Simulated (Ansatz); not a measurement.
# CH4GaNOS: up Jacob's ladder to CCSD(T)

One table from this session's results is given with a row withheld; the runs are named, their logs left out.

Program: Ansatz 0.2.0, Gaussian basis. Level of theory: functionals in def2-TZVPP, the program's frozen cores in correlated methods. These are calculated values, not measurements.

Levels to be run: LDA (SPW92), PBE-D4, revPBE-D4, BLYP-D4, r2SCAN-D4, B97M-V, PBE0-D4, B3LYP-D4, r2SCANh-D4, r2SCAN0-D4, HSE06-D4, BHLYP-D4, CAM-B3LYP-D4, LC-ωPBE, ωB97X-V, ωB97M-V, B2PLYP, PBE-QIDH; CCSD(T)/def2-SVP; CCSD(T)/def2-TZVPP; MP2/def2-QZVPP; extrapolation to the limit; RPA on PBE.

## Structure used throughout

An earlier PBE0-D4 in a triple-zeta def2 set relaxation fixed the geometry.

9 atoms, charge 0, spin multiplicity 1.

Atoms are counted from 1 here; the program's logs count them from 0.

Bond lengths: N1–C2 1.500 Å, N1–Ga5 2.103 Å, N1–H6 1.018 Å, N1–H7 1.018 Å, C2–O3 1.192 Å, C2–S4 1.729 Å, S4–Ga5 2.335 Å, Ga5–H8 1.562 Å, Ga5–H9 1.563 Å. Angles: C2–N1–Ga5 95.7°, C2–N1–H6 108.1°, C2–N1–H7 109.0°, Ga5–N1–H6 111.8°, Ga5–N1–H7 124.0°, H6–N1–H7 106.9°, N1–C2–O3 120.4°, N1–C2–S4 108.8°, O3–C2–S4 130.8°, C2–S4–Ga5 81.9°, N1–Ga5–S4 72.4°, N1–Ga5–H8 107.4°, N1–Ga5–H9 107.0°, S4–Ga5–H8 113.5°, S4–Ga5–H9 114.7°, H8–Ga5–H9 126.9°.

Set-up of the first run:

The input, in.yaml:

```yaml
crystal:
  periodic: [false, false, false]
  atoms:
    - {symbol: N, position_ang: [0.761423, 0.282165, 0.150601]}
    - {symbol: C, position_ang: [0.582572, -0.475202, -1.131266]}
    - {symbol: O, position_ang: [1.531009, -0.806169, -1.773098]}
    - {symbol: S, position_ang: [-1.106619, -0.737330, -1.392117]}
    - {symbol: Ga, position_ang: [-1.232993, 0.088406, 0.788752]}
    - {symbol: H, position_ang: [0.992232, 1.246072, -0.081452]}
    - {symbol: H, position_ang: [1.558933, -0.100816, 0.653565]}
    - {symbol: H, position_ang: [-1.268558, -1.030334, 1.877804]}
    - {symbol: H, position_ang: [-1.817999, 1.533208, 0.907202]}
basis:
  gaussian: {orbitals: def2-TZVPP}
hamiltonian: {xc: lda}
output: {orbitals: {seedname: orbitals}}
```

Launch:

```bash
ansatz run in.yaml --threads 4 --pin off --events-out ev --progress --plain --max-ram 10444MiB
```

Among the steps run: LDA; PBE-D4 (GGA); revPBE-D4 (GGA); BLYP-D4 (GGA); r2SCAN-D4 (meta-GGA); B97M-V (meta-GGA); PBE0-D4 (hybrid); B3LYP-D4 (hybrid); r2SCANh-D4 (hybrid); r2SCAN0-D4 (hybrid); HSE06-D4 (hybrid); BHLYP-D4 (hybrid); CAM-B3LYP-D4 (range-separated); LC-ωPBE (range-separated); ωB97X-V (range-separated); ωB97M-V (range-separated); B2PLYP (double hybrid); PBE-QIDH (double hybrid).

One of the session's tables, all rows but one given; the rest of the session is left out.

It belongs to the step «Orbital energies across the functionals». 

```
  functional  HOMO (eV)  gap (eV)
 LDA (SPW92)      -6.51      4.29
      PBE-D4      -6.37      4.39
   revPBE-D4      -6.32      4.42
     BLYP-D4      -6.22      4.36
   r2SCAN-D4      -6.65      4.86
      B97M-V      -6.72      5.04
     PBE0-D4      -7.51      6.56
    B3LYP-D4          ?         ?
  r2SCANh-D4      -7.07      5.66
  r2SCAN0-D4      -7.70      6.87
    HSE06-D4      -7.12      5.78
    BHLYP-D4      -8.53      8.67
CAM-B3LYP-D4      -8.77      8.97
     LC-ωPBE     -10.08     11.45
     ωB97X-V      -9.75     11.05
     ωB97M-V      -9.59     10.63
```

Estimate the missing values for B3LYP-D4.

Worked estimate for «HOMO (eV)». Against the share of exact exchange, BLYP-D4 (0, -6.22), BHLYP-D4 (0.5, -8.53) give a slope of -4.62 per unit share; at 0.2 the line stands at -7.14.

The run gave: HOMO (eV): -7.29; gap (eV): 6.09. In «HOMO (eV)» the line misses by +0.15.
